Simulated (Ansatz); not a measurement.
Predict the output of the script below (Ansatz's Python interface).

`ch8asga.xyz`
```text
11

C    -1.42890    0.67140   -0.02420
As   -0.43190   -1.02560   -0.02190
Ga    1.80600   -0.02580    0.04030
H    -2.51740    0.45920   -0.05100
H    -1.14740    1.26640   -0.91740
H    -1.18790    1.24510    0.89430
H    -1.01450   -1.60300    1.30940
H    -0.95390   -1.57120   -1.39110
H     1.97290    0.98150   -1.20490
H     1.98610    0.78990    1.41680
H     2.91700   -1.18800   -0.05040
```

`methods_ch8asga.py`:
```python
"""One geometry of CH8AsGa, method by method."""

import ansatz as az

system = az.Crystal.molecule_from_extxyz("ch8asga.xyz")

calc = system.calculation().basis(gaussian="def2-SVP")

methods = ["mp2", "ccsd", "ccsd_t"]
reports = [calc.correlation(m).run(threads=1, pin="off").report for m in methods]
print(f"Hartree-Fock reference {reports[0]['reference_energy_ev'] / 27.211386246:.6f} Ha")
best = reports[-1]["free_energy_ev"] - reports[-1]["reference_energy_ev"]
for method, each in zip(methods, reports):
    gained = each["free_energy_ev"] - each["reference_energy_ev"]
    print(f"{method:8s} total {each['free_energy_ev'] / 27.211386246:.6f} Ha  correlation {gained:9.4f} eV  ({100 * gained / best:.1f} % of the last)")
```

```console
$ python methods_ch8asga.py
Hartree-Fock reference -4199.351880 Ha
mp2      total -4199.983269 Ha  correlation  -17.1810 eV  (92.1 % of the last)
ccsd     total -4200.017855 Ha  correlation  -18.1221 eV  (97.1 % of the last)
ccsd_t   total -4200.037706 Ha  correlation  -18.6623 eV  (100.0 % of the last)
```

Total energies depend on the basis set; only differences at equal settings carry meaning. The geometry is a force-field or estimated start, not a minimum of this method, and the basis set is short of its limit. A lower total doesn't mark the better method: functionals have no common bound, and MP2 and coupled cluster aren't variational. Inner cores stay frozen; a filled d shell under the valence of the heavier atoms is correlated with it. Hardware and time: 47 s on 1 thread of Arm Neoverse V2, with other jobs on the host, peak memory 0.66 GiB.
